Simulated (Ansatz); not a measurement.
# Ta2W3: the cost of one run

Method: DFT PBE, scalar-relativistic, plane waves, PAW, in Ansatz 0.2.0.

### 1 The starting structure

It takes space group P6/mmm (No. 191, hexagonal). Conventional cell: a = 4.062 Å, b = 4.062 Å, c = 7.380 Å, α = 90.00°, β = 90.00°, γ = 120.00°. Ta (site symmetry 6mm) has 1 Ta at 2.23 Å as nearest neighbours. W (site symmetry -6m2) is surrounded by 6 W at 2.35 Å. W (site symmetry 6/mmm) has 6 W at 2.35 Å and 2 Ta at 2.57 Å as nearest neighbours.

Structure file:

```
Ta W
1.0
     4.06232    0.00000    0.00000
    -2.03116    3.51807    0.00000
     0.00000    0.00000    7.38013
Ta W
2 3
Direct
  0.00000 0.00000 0.34859
  0.00000 0.00000 0.65141
  0.33333 0.66667 0.00000
  0.66667 0.33333 0.00000
  0.00000 0.00000 0.00000
```

The cell is invented: random cell by space group and Wyckoff sites (P6/mmm, No. 191). Its size is a rough estimate.

### 2 The guess as it stands, on a coarse mesh

File input.yaml:

```yaml
crystal:
  lattice:
    - [4.06231589, 0.0, 0.0]
    - [-2.03115795, 3.51806876, 0.0]
    - [0.0, 0.0, 7.38012723]
  atoms:
    - { symbol: Ta, position: [0.0, 0.0, 0.34859027] }
    - { symbol: Ta, position: [0.0, 0.0, 0.65140973] }
    - { symbol: W, position: [0.33333333, 0.66666667, 0.0] }
    - { symbol: W, position: [0.66666667, 0.33333333, 0.0] }
    - { symbol: W, position: [0.0, 0.0, 0.0] }
basis:
  ecutwfc: 420
kpoints:
  mp_grid: { grid: [6, 6, 4] }
hamiltonian:
  xc: pbe
scf:
  occupations: { method: gaussian, width: 0.1 }
  lower_state_search: "off"
output:
  forces: true
  stress: true
  eigenvalues: true
```

Run with:

```console
$ ansatz run input.yaml --threads 1 --pin off --max-ram 2560MiB --backend cpu --events-out ev --progress --plain --runs-dir out
```

Q: Estimate wall time and peak memory on 1 thread of Intel Xeon Platinum 8488C (Sapphire Rapids), shared host.

About 3.3 s, with a peak of 0.42 GiB.
